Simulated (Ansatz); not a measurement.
**HBrO (triplet): B3LYP, r2SCANh, BHLYP over a scan of the distance Br1–H2 along a hydrogen transfer, cc-pVDZ**

How well do these functionals follow the top wave-function level for HBrO (triplet) over a scan of the distance Br1–H2 along a hydrogen transfer?

Method: cc-pVDZ, all electrons in the functionals; program: Ansatz 0.2.0, Gaussian basis.

The runs, in order: B3LYP, r2SCANh, BHLYP, at 1.321 Å; 1.421 Å; 1.470 Å; 1.520 Å; 1.569 Å; 1.619 Å; 1.669 Å; 1.718 Å; 1.768 Å.

8 further runs of the same task are left out: 1 for a mislabelled method, 4 that didn't finish, 3 set aside as unsound or not needed.

## 1. What is computed

The geometry derives from fragments relaxed apart (PBE0/def2-TZVP) and kept rigid, so it is no stationary point. A hydrogen atom is moved between rigid fragments. No spin-orbit coupling is included. The filled d shell of Br may be among the frozen orbitals whatever the setting's name suggests; the logs give the count.

3 atoms, charge 0, spin multiplicity 3.

Atoms are counted from 1 here; the program's logs count them from 0.

Bond lengths: Br1–H2 1.421 Å.

As a file:

```
atom   x (Å)   y (Å)    z (Å)
 Br1  0.0000  0.0000  -1.3929
  H2  0.0000  0.0000   0.0277
  O3  0.0000  0.0000   1.3651
```

No dispersion term is added. B3LYP takes the VWN-RPA correlation.

The geometry shown and the zero of energy belong to the point 1.421 Å. The yardstick, UCCSDT(Q), and other wave-function levels (R restricted, U unrestricted, valence and pair active spaces) come from earlier runs.

## 2. B3LYP, 1.321 Å

in.yaml

```yaml
crystal:
  periodic: [false, false, false]
  atoms:
    - {symbol: Br, position_ang: [0.000000, 0.000000, -1.359667]}
    - {symbol: H, position_ang: [0.000000, 0.000000, -0.038667]}
    - {symbol: O, position_ang: [0.000000, 0.000000, 1.398333]}
basis:
  gaussian: {orbitals: cc-pVDZ}
magnetization: {spin_polarized: true, initial_magnetization: 2}
hamiltonian: {xc: {name: B3LYP}}
```

Launch:

```sh
$ ansatz run in.yaml --threads 1 --pin off --events-out ev --progress --plain --max-ram 2393MiB
```

Output:

```text
Functional definition: B3LYP
  name "B3LYP"
  cite "Stephens, Devlin, Chabalowski & Frisch, J. Phys. Chem. 98, 11623 (1994) doi:10.1021/j100096a001"
  cite "Becke, Phys. Rev. A 38, 3098 (1988) doi:10.1103/PhysRevA.38.3098"
  cite "Lee, Yang & Parr, Phys. Rev. B 37, 785 (1988) doi:10.1103/PhysRevB.37.785"
  cite "Vosko, Wilk & Nusair, Can. J. Phys. 58, 1200 (1980) doi:10.1139/p80-159"
  parameter a0 = 0.2
  parameter ax = 0.72
  parameter ac = 0.81
  exchange = (1 - a0 - ax)*slater_x + ax*b88_x + a0*exact_x
  correlation = (1 - ac)*vwn_rpa_c + ac*lyp_c
486 factors; integrals over basis functions are off by at most 1.3e-3 eV
mean field evaluation 1: about -72080.9230 eV, gradient 6.0e1 eV
mean field evaluation 2: about -71849.2050 eV, gradient 1.4e2 eV
mean field evaluation 4: about -72103.5753 eV, gradient 1.5e1 eV
mean field evaluation 8: about -72104.8770 eV, gradient 3.0e-1 eV
mean field evaluation 16: about -72104.8909 eV, gradient 2.1e-4 eV
mean field evaluation 32: about -72105.0153 eV, gradient 1.9e-2 eV
mean field -72105.01530666 eV, -2649.8104379849 hartree, gradient 3.8e-6 eV, S^2 2.004908; 3 other end points of the search recorded, 0 dependent functions left out
reference -72105.01544685 eV, -2649.8104431367 hartree; 23, 21 occupied and 23, 25 virtual orbitals, 486 factors
Total energy: -72105.01544685 eV, -2649.8104431367 hartree
```

Wall time 4.8 s (1 thread of Arm Neoverse V2, shared host).

From the report: ⟨S²⟩ of the determinant 2.005 (pure triplet: 2.00).

## 3. B3LYP, 1.421 Å

in.yaml

```yaml
crystal:
  periodic: [false, false, false]
  atoms:
    - {symbol: Br, position_ang: [0.000000, 0.000000, -1.392867]}
    - {symbol: H, position_ang: [0.000000, 0.000000, 0.027733]}
    - {symbol: O, position_ang: [0.000000, 0.000000, 1.365133]}
basis:
  gaussian: {orbitals: cc-pVDZ}
magnetization: {spin_polarized: true, initial_magnetization: 2}
hamiltonian: {xc: {name: B3LYP}}
```

The command is unchanged.

Output, shortened:

```text
Functional definition: B3LYP
  name "B3LYP"
  cite "Stephens, Devlin, Chabalowski & Frisch, J. Phys. Chem. 98, 11623 (1994) doi:10.1021/j100096a001"
  cite "Becke, Phys. Rev. A 38, 3098 (1988) doi:10.1103/PhysRevA.38.3098"
  cite "Lee, Yang & Parr, Phys. Rev. B 37, 785 (1988) doi:10.1103/PhysRevB.37.785"
  cite "Vosko, Wilk & Nusair, Can. J. Phys. 58, 1200 (1980) doi:10.1139/p80-159"
[...]
488 factors; integrals over basis functions are off by at most 1.4e-3 eV
[...]
mean field -72105.30077799 eV, -2649.8209288627 hartree, gradient 3.5e-6 eV, S^2 2.007447; 6 other end points of the search recorded, 0 dependent functions left out
reference -72105.30091817 eV, -2649.8209340143 hartree; 23, 21 occupied and 23, 25 virtual orbitals, 488 factors
Total energy: -72105.30091817 eV, -2649.8209340143 hartree
```

It took 5.5 s on 1 thread of Arm Neoverse V2, shared host.

From the report: ⟨S²⟩ of the determinant 2.007 (pure triplet: 2.00).

## 4. B3LYP, 1.470 Å

in.yaml

```yaml
crystal:
  periodic: [false, false, false]
  atoms:
    - {symbol: Br, position_ang: [0.000000, 0.000000, -1.409333]}
    - {symbol: H, position_ang: [0.000000, 0.000000, 0.060667]}
    - {symbol: O, position_ang: [0.000000, 0.000000, 1.348667]}
basis:
  gaussian: {orbitals: cc-pVDZ}
magnetization: {spin_polarized: true, initial_magnetization: 2}
hamiltonian: {xc: {name: B3LYP}}
```

Same command.

Output, shortened:

```text
Functional definition: B3LYP
  name "B3LYP"
  cite "Stephens, Devlin, Chabalowski & Frisch, J. Phys. Chem. 98, 11623 (1994) doi:10.1021/j100096a001"
  cite "Becke, Phys. Rev. A 38, 3098 (1988) doi:10.1103/PhysRevA.38.3098"
  cite "Lee, Yang & Parr, Phys. Rev. B 37, 785 (1988) doi:10.1103/PhysRevB.37.785"
  cite "Vosko, Wilk & Nusair, Can. J. Phys. 58, 1200 (1980) doi:10.1139/p80-159"
[...]
488 factors; integrals over basis functions are off by at most 1.4e-3 eV
[...]
mean field -72105.38019120 eV, -2649.8238472444 hartree, gradient 7.6e-6 eV, S^2 2.008831; 10 other end points of the search recorded, 0 dependent functions left out
reference -72105.38033139 eV, -2649.8238523963 hartree; 23, 21 occupied and 23, 25 virtual orbitals, 488 factors
Total energy: -72105.38033139 eV, -2649.8238523963 hartree
```

It took 12 s on 1 thread of Arm Neoverse V2, shared host.

From the report: ⟨S²⟩ of the determinant 2.009 (pure triplet: 2.00).

From 1.421 Å: -7.7 kJ/mol.

## 5. B3LYP, 1.520 Å

in.yaml

```yaml
crystal:
  periodic: [false, false, false]
  atoms:
    - {symbol: Br, position_ang: [0.000000, 0.000000, -1.426000]}
    - {symbol: H, position_ang: [0.000000, 0.000000, 0.094000]}
    - {symbol: O, position_ang: [0.000000, 0.000000, 1.332000]}
basis:
  gaussian: {orbitals: cc-pVDZ}
magnetization: {spin_polarized: true, initial_magnetization: 2}
hamiltonian: {xc: {name: B3LYP}}
```

Launched as before.

Output, shortened:

```text
Functional definition: B3LYP
  name "B3LYP"
  cite "Stephens, Devlin, Chabalowski & Frisch, J. Phys. Chem. 98, 11623 (1994) doi:10.1021/j100096a001"
  cite "Becke, Phys. Rev. A 38, 3098 (1988) doi:10.1103/PhysRevA.38.3098"
  cite "Lee, Yang & Parr, Phys. Rev. B 37, 785 (1988) doi:10.1103/PhysRevB.37.785"
  cite "Vosko, Wilk & Nusair, Can. J. Phys. 58, 1200 (1980) doi:10.1139/p80-159"
[...]
488 factors; integrals over basis functions are off by at most 1.5e-3 eV
[...]
mean field -72105.44661228 eV, -2649.8262881743 hartree, gradient 2.0e-6 eV, S^2 2.009884; 5 other end points of the search recorded, 0 dependent functions left out
reference -72105.44675245 eV, -2649.8262933254 hartree; 23, 21 occupied and 23, 25 virtual orbitals, 488 factors
Total energy: -72105.44675245 eV, -2649.8262933254 hartree
```

Wall time 7 s (1 thread of Arm Neoverse V2, shared host).

From the report: ⟨S²⟩ of the determinant 2.010 (pure triplet: 2.00).

From 1.421 Å: -14.1 kJ/mol.

## 6. B3LYP, 1.569 Å

in.yaml

```yaml
crystal:
  periodic: [false, false, false]
  atoms:
    - {symbol: Br, position_ang: [0.000000, 0.000000, -1.442333]}
    - {symbol: H, position_ang: [0.000000, 0.000000, 0.126667]}
    - {symbol: O, position_ang: [0.000000, 0.000000, 1.315667]}
basis:
  gaussian: {orbitals: cc-pVDZ}
magnetization: {spin_polarized: true, initial_magnetization: 2}
hamiltonian: {xc: {name: B3LYP}}
```

Launched as before.

Output, shortened:

```text
Functional definition: B3LYP
  name "B3LYP"
  cite "Stephens, Devlin, Chabalowski & Frisch, J. Phys. Chem. 98, 11623 (1994) doi:10.1021/j100096a001"
  cite "Becke, Phys. Rev. A 38, 3098 (1988) doi:10.1103/PhysRevA.38.3098"
  cite "Lee, Yang & Parr, Phys. Rev. B 37, 785 (1988) doi:10.1103/PhysRevB.37.785"
  cite "Vosko, Wilk & Nusair, Can. J. Phys. 58, 1200 (1980) doi:10.1139/p80-159"
[...]
488 factors; integrals over basis functions are off by at most 1.6e-3 eV
[...]
mean field -72105.51049063 eV, -2649.8286356604 hartree, gradient 7.9e-6 eV, S^2 2.010225; 5 other end points of the search recorded, 0 dependent functions left out
reference -72105.51063073 eV, -2649.8286408087 hartree; 23, 21 occupied and 23, 25 virtual orbitals, 488 factors
Total energy: -72105.51063073 eV, -2649.8286408087 hartree
```

Run time: 6.5 s. Hardware: 1 thread of Arm Neoverse V2, shared host.

From the report: ⟨S²⟩ of the determinant 2.010 (pure triplet: 2.00).

From 1.421 Å: -20.2 kJ/mol.

## 7. B3LYP, 1.619 Å

in.yaml

```yaml
crystal:
  periodic: [false, false, false]
  atoms:
    - {symbol: Br, position_ang: [0.000000, 0.000000, -1.459000]}
    - {symbol: H, position_ang: [0.000000, 0.000000, 0.160000]}
    - {symbol: O, position_ang: [0.000000, 0.000000, 1.299000]}
basis:
  gaussian: {orbitals: cc-pVDZ}
magnetization: {spin_polarized: true, initial_magnetization: 2}
hamiltonian: {xc: {name: B3LYP}}
```

The command is unchanged.

Output, shortened:

```text
Functional definition: B3LYP
  name "B3LYP"
  cite "Stephens, Devlin, Chabalowski & Frisch, J. Phys. Chem. 98, 11623 (1994) doi:10.1021/j100096a001"
  cite "Becke, Phys. Rev. A 38, 3098 (1988) doi:10.1103/PhysRevA.38.3098"
  cite "Lee, Yang & Parr, Phys. Rev. B 37, 785 (1988) doi:10.1103/PhysRevB.37.785"
  cite "Vosko, Wilk & Nusair, Can. J. Phys. 58, 1200 (1980) doi:10.1139/p80-159"
[...]
490 factors; integrals over basis functions are off by at most 1.6e-3 eV
[...]
mean field -72105.57848025 eV, -2649.8311342328 hartree, gradient 3.2e-6 eV, S^2 2.009732; 8 other end points of the search recorded, 0 dependent functions left out
reference -72105.57862017 eV, -2649.8311393747 hartree; 23, 21 occupied and 23, 25 virtual orbitals, 490 factors
Total energy: -72105.57862017 eV, -2649.8311393747 hartree
```

Run time: 9 s. Hardware: 1 thread of Arm Neoverse V2, shared host.

From the report: ⟨S²⟩ of the determinant 2.010 (pure triplet: 2.00).

From 1.421 Å: -26.8 kJ/mol.

## 8. B3LYP, 1.669 Å

in.yaml

```yaml
crystal:
  periodic: [false, false, false]
  atoms:
    - {symbol: Br, position_ang: [0.000000, 0.000000, -1.475667]}
    - {symbol: H, position_ang: [0.000000, 0.000000, 0.193333]}
    - {symbol: O, position_ang: [0.000000, 0.000000, 1.282333]}
basis:
  gaussian: {orbitals: cc-pVDZ}
magnetization: {spin_polarized: true, initial_magnetization: 2}
hamiltonian: {xc: {name: B3LYP}}
```

Launched as before.

Output, shortened:

```text
Functional definition: B3LYP
  name "B3LYP"
  cite "Stephens, Devlin, Chabalowski & Frisch, J. Phys. Chem. 98, 11623 (1994) doi:10.1021/j100096a001"
  cite "Becke, Phys. Rev. A 38, 3098 (1988) doi:10.1103/PhysRevA.38.3098"
  cite "Lee, Yang & Parr, Phys. Rev. B 37, 785 (1988) doi:10.1103/PhysRevB.37.785"
  cite "Vosko, Wilk & Nusair, Can. J. Phys. 58, 1200 (1980) doi:10.1139/p80-159"
[...]
490 factors; integrals over basis functions are off by at most 1.5e-3 eV
[...]
mean field -72105.64329367 eV, -2649.8335160818 hartree, gradient 3.5e-6 eV, S^2 2.008579; 9 other end points of the search recorded, 0 dependent functions left out
reference -72105.64343330 eV, -2649.8335212133 hartree; 23, 21 occupied and 23, 25 virtual orbitals, 490 factors
Total energy: -72105.64343330 eV, -2649.8335212133 hartree
```

It took 9 s on 1 thread of Arm Neoverse V2, shared host.

From the report: ⟨S²⟩ of the determinant 2.009 (pure triplet: 2.00).

From 1.421 Å: -33.0 kJ/mol.

## 9. B3LYP, 1.718 Å

in.yaml

```yaml
crystal:
  periodic: [false, false, false]
  atoms:
    - {symbol: Br, position_ang: [0.000000, 0.000000, -1.492000]}
    - {symbol: H, position_ang: [0.000000, 0.000000, 0.226000]}
    - {symbol: O, position_ang: [0.000000, 0.000000, 1.266000]}
basis:
  gaussian: {orbitals: cc-pVDZ}
magnetization: {spin_polarized: true, initial_magnetization: 2}
hamiltonian: {xc: {name: B3LYP}}
```

Same command.

Output, shortened:

```text
Functional definition: B3LYP
  name "B3LYP"
  cite "Stephens, Devlin, Chabalowski & Frisch, J. Phys. Chem. 98, 11623 (1994) doi:10.1021/j100096a001"
  cite "Becke, Phys. Rev. A 38, 3098 (1988) doi:10.1103/PhysRevA.38.3098"
  cite "Lee, Yang & Parr, Phys. Rev. B 37, 785 (1988) doi:10.1103/PhysRevB.37.785"
  cite "Vosko, Wilk & Nusair, Can. J. Phys. 58, 1200 (1980) doi:10.1139/p80-159"
[...]
488 factors; integrals over basis functions are off by at most 1.3e-3 eV
[...]
mean field -72105.68775610 eV, -2649.8351500459 hartree, gradient 2.9e-6 eV, S^2 2.007185; 5 other end points of the search recorded, 0 dependent functions left out
reference -72105.68789536 eV, -2649.8351551637 hartree; 23, 21 occupied and 23, 25 virtual orbitals, 488 factors
Total energy: -72105.68789536 eV, -2649.8351551637 hartree
```

It took 6.5 s on 1 thread of Arm Neoverse V2, shared host.

From the report: ⟨S²⟩ of the determinant 2.007 (pure triplet: 2.00).

From 1.421 Å: -37.3 kJ/mol.

## 10. B3LYP, 1.768 Å

in.yaml

```yaml
crystal:
  periodic: [false, false, false]
  atoms:
    - {symbol: Br, position_ang: [0.000000, 0.000000, -1.508667]}
    - {symbol: H, position_ang: [0.000000, 0.000000, 0.259333]}
    - {symbol: O, position_ang: [0.000000, 0.000000, 1.249333]}
basis:
  gaussian: {orbitals: cc-pVDZ}
magnetization: {spin_polarized: true, initial_magnetization: 2}
hamiltonian: {xc: {name: B3LYP}}
```

Same command.

Output, shortened:

```text
Functional definition: B3LYP
  name "B3LYP"
  cite "Stephens, Devlin, Chabalowski & Frisch, J. Phys. Chem. 98, 11623 (1994) doi:10.1021/j100096a001"
  cite "Becke, Phys. Rev. A 38, 3098 (1988) doi:10.1103/PhysRevA.38.3098"
  cite "Lee, Yang & Parr, Phys. Rev. B 37, 785 (1988) doi:10.1103/PhysRevB.37.785"
  cite "Vosko, Wilk & Nusair, Can. J. Phys. 58, 1200 (1980) doi:10.1139/p80-159"
[...]
488 factors; integrals over basis functions are off by at most 1.4e-3 eV
[...]
mean field -72105.68704006 eV, -2649.8351237322 hartree, gradient 1.9e-6 eV, S^2 2.005842; 6 other end points of the search recorded, 0 dependent functions left out
reference -72105.68717885 eV, -2649.8351288325 hartree; 23, 21 occupied and 23, 25 virtual orbitals, 488 factors
Total energy: -72105.68717885 eV, -2649.8351288325 hartree
```

Wall time 6.5 s (1 thread of Arm Neoverse V2, shared host).

From the report: ⟨S²⟩ of the determinant 2.006 (pure triplet: 2.00).

From 1.421 Å: -37.3 kJ/mol.

## 11. r2SCANh, 1.321 Å

in.yaml

```yaml
crystal:
  periodic: [false, false, false]
  atoms:
    - {symbol: Br, position_ang: [0.000000, 0.000000, -1.359667]}
    - {symbol: H, position_ang: [0.000000, 0.000000, -0.038667]}
    - {symbol: O, position_ang: [0.000000, 0.000000, 1.398333]}
basis:
  gaussian: {orbitals: cc-pVDZ}
magnetization: {spin_polarized: true, initial_magnetization: 2}
hamiltonian: {xc: {name: r2SCANh}}
```

Same command.

Output, shortened:

```text
Functional definition: r2SCANh
  name "r2SCANh"
  cite "Bursch, Neugebauer, Ehlert & Grimme, J. Chem. Phys. 156, 134105 (2022) doi:10.1063/5.0086040"
  cite "Furness, Kaplan, Ning, Perdew & Sun, J. Phys. Chem. Lett. 11, 8208 (2020) doi:10.1021/acs.jpclett.0c02405"
  cite "Furness, Kaplan, Ning, Perdew & Sun, J. Phys. Chem. Lett. 11, 9248 (2020) doi:10.1021/acs.jpclett.0c03077"
  parent r2scan
[...]
486 factors; integrals over basis functions are off by at most 1.3e-3 eV
[...]
mean field -72102.76229204 eV, -2649.7276412250 hartree, gradient 4.9e-6 eV, S^2 2.006559; 3 other end points of the search recorded, 0 dependent functions left out
reference -72102.76229627 eV, -2649.7276413802 hartree; 23, 21 occupied and 23, 25 virtual orbitals, 486 factors
Total energy: -72102.76229627 eV, -2649.7276413802 hartree
```

It took 18 s on 1 thread of Arm Neoverse V2, shared host.

From the report: ⟨S²⟩ of the determinant 2.007 (pure triplet: 2.00).

## 12. r2SCANh, 1.421 Å

in.yaml

```yaml
crystal:
  periodic: [false, false, false]
  atoms:
    - {symbol: Br, position_ang: [0.000000, 0.000000, -1.392867]}
    - {symbol: H, position_ang: [0.000000, 0.000000, 0.027733]}
    - {symbol: O, position_ang: [0.000000, 0.000000, 1.365133]}
basis:
  gaussian: {orbitals: cc-pVDZ}
magnetization: {spin_polarized: true, initial_magnetization: 2}
hamiltonian: {xc: {name: r2SCANh}}
```

The command is unchanged.

Output, shortened:

```text
Functional definition: r2SCANh
  name "r2SCANh"
  cite "Bursch, Neugebauer, Ehlert & Grimme, J. Chem. Phys. 156, 134105 (2022) doi:10.1063/5.0086040"
  cite "Furness, Kaplan, Ning, Perdew & Sun, J. Phys. Chem. Lett. 11, 8208 (2020) doi:10.1021/acs.jpclett.0c02405"
  cite "Furness, Kaplan, Ning, Perdew & Sun, J. Phys. Chem. Lett. 11, 9248 (2020) doi:10.1021/acs.jpclett.0c03077"
  parent r2scan
[...]
488 factors; integrals over basis functions are off by at most 1.4e-3 eV
[...]
mean field -72103.03452161 eV, -2649.7376454771 hartree, gradient 4.9e-7 eV, S^2 2.009633; 5 other end points of the search recorded, 0 dependent functions left out
reference -72103.03452585 eV, -2649.7376456327 hartree; 23, 21 occupied and 23, 25 virtual orbitals, 488 factors
Total energy: -72103.03452585 eV, -2649.7376456327 hartree
```

Run time: 22 s. Hardware: 1 thread of Arm Neoverse V2, shared host.

From the report: ⟨S²⟩ of the determinant 2.010 (pure triplet: 2.00).

## 13. r2SCANh, 1.470 Å

in.yaml

```yaml
crystal:
  periodic: [false, false, false]
  atoms:
    - {symbol: Br, position_ang: [0.000000, 0.000000, -1.409333]}
    - {symbol: H, position_ang: [0.000000, 0.000000, 0.060667]}
    - {symbol: O, position_ang: [0.000000, 0.000000, 1.348667]}
basis:
  gaussian: {orbitals: cc-pVDZ}
magnetization: {spin_polarized: true, initial_magnetization: 2}
hamiltonian: {xc: {name: r2SCANh}}
```

The command is unchanged.

Output, shortened:

```text
Functional definition: r2SCANh
  name "r2SCANh"
  cite "Bursch, Neugebauer, Ehlert & Grimme, J. Chem. Phys. 156, 134105 (2022) doi:10.1063/5.0086040"
  cite "Furness, Kaplan, Ning, Perdew & Sun, J. Phys. Chem. Lett. 11, 8208 (2020) doi:10.1021/acs.jpclett.0c02405"
  cite "Furness, Kaplan, Ning, Perdew & Sun, J. Phys. Chem. Lett. 11, 9248 (2020) doi:10.1021/acs.jpclett.0c03077"
  parent r2scan
[...]
488 factors; integrals over basis functions are off by at most 1.4e-3 eV
[...]
mean field -72103.10984825 eV, -2649.7404136801 hartree, gradient 9.1e-6 eV, S^2 2.011245; 14 other end points of the search recorded, 0 dependent functions left out
reference -72103.10985249 eV, -2649.7404138357 hartree; 23, 21 occupied and 23, 25 virtual orbitals, 488 factors
Total energy: -72103.10985249 eV, -2649.7404138357 hartree
```

Wall time 34 s (1 thread of Arm Neoverse V2, shared host).

From the report: ⟨S²⟩ of the determinant 2.011 (pure triplet: 2.00).

From 1.421 Å: -7.3 kJ/mol.

## 14. r2SCANh, 1.520 Å

in.yaml

```yaml
crystal:
  periodic: [false, false, false]
  atoms:
    - {symbol: Br, position_ang: [0.000000, 0.000000, -1.426000]}
    - {symbol: H, position_ang: [0.000000, 0.000000, 0.094000]}
    - {symbol: O, position_ang: [0.000000, 0.000000, 1.332000]}
basis:
  gaussian: {orbitals: cc-pVDZ}
magnetization: {spin_polarized: true, initial_magnetization: 2}
hamiltonian: {xc: {name: r2SCANh}}
```

Launched as before.

Output, shortened:

```text
Functional definition: r2SCANh
  name "r2SCANh"
  cite "Bursch, Neugebauer, Ehlert & Grimme, J. Chem. Phys. 156, 134105 (2022) doi:10.1063/5.0086040"
  cite "Furness, Kaplan, Ning, Perdew & Sun, J. Phys. Chem. Lett. 11, 8208 (2020) doi:10.1021/acs.jpclett.0c02405"
  cite "Furness, Kaplan, Ning, Perdew & Sun, J. Phys. Chem. Lett. 11, 9248 (2020) doi:10.1021/acs.jpclett.0c03077"
  parent r2scan
[...]
488 factors; integrals over basis functions are off by at most 1.5e-3 eV
[...]
mean field -72103.17359075 eV, -2649.7427561737 hartree, gradient 1.4e-6 eV, S^2 2.012476; 9 other end points of the search recorded, 0 dependent functions left out
reference -72103.17359499 eV, -2649.7427563293 hartree; 23, 21 occupied and 23, 25 virtual orbitals, 488 factors
Total energy: -72103.17359499 eV, -2649.7427563293 hartree
```

Run time: 23 s. Hardware: 1 thread of Arm Neoverse V2, shared host.

From the report: ⟨S²⟩ of the determinant 2.012 (pure triplet: 2.00).

From 1.421 Å: -13.4 kJ/mol.

## 15. r2SCANh, 1.569 Å

in.yaml

```yaml
crystal:
  periodic: [false, false, false]
  atoms:
    - {symbol: Br, position_ang: [0.000000, 0.000000, -1.442333]}
    - {symbol: H, position_ang: [0.000000, 0.000000, 0.126667]}
    - {symbol: O, position_ang: [0.000000, 0.000000, 1.315667]}
basis:
  gaussian: {orbitals: cc-pVDZ}
magnetization: {spin_polarized: true, initial_magnetization: 2}
hamiltonian: {xc: {name: r2SCANh}}
```

The command is unchanged.

Output, shortened:

```text
Functional definition: r2SCANh
  name "r2SCANh"
  cite "Bursch, Neugebauer, Ehlert & Grimme, J. Chem. Phys. 156, 134105 (2022) doi:10.1063/5.0086040"
  cite "Furness, Kaplan, Ning, Perdew & Sun, J. Phys. Chem. Lett. 11, 8208 (2020) doi:10.1021/acs.jpclett.0c02405"
  cite "Furness, Kaplan, Ning, Perdew & Sun, J. Phys. Chem. Lett. 11, 9248 (2020) doi:10.1021/acs.jpclett.0c03077"
  parent r2scan
[...]
488 factors; integrals over basis functions are off by at most 1.6e-3 eV
[...]
mean field -72103.23615876 eV, -2649.7450555056 hartree, gradient 1.3e-6 eV, S^2 2.012934; 9 other end points of the search recorded, 0 dependent functions left out
reference -72103.23616299 eV, -2649.7450556611 hartree; 23, 21 occupied and 23, 25 virtual orbitals, 488 factors
Total energy: -72103.23616299 eV, -2649.7450556611 hartree
```

It took 19 s on 1 thread of Arm Neoverse V2, shared host.

From the report: ⟨S²⟩ of the determinant 2.013 (pure triplet: 2.00).

From 1.421 Å: -19.5 kJ/mol.

[end of part 1 of 2]
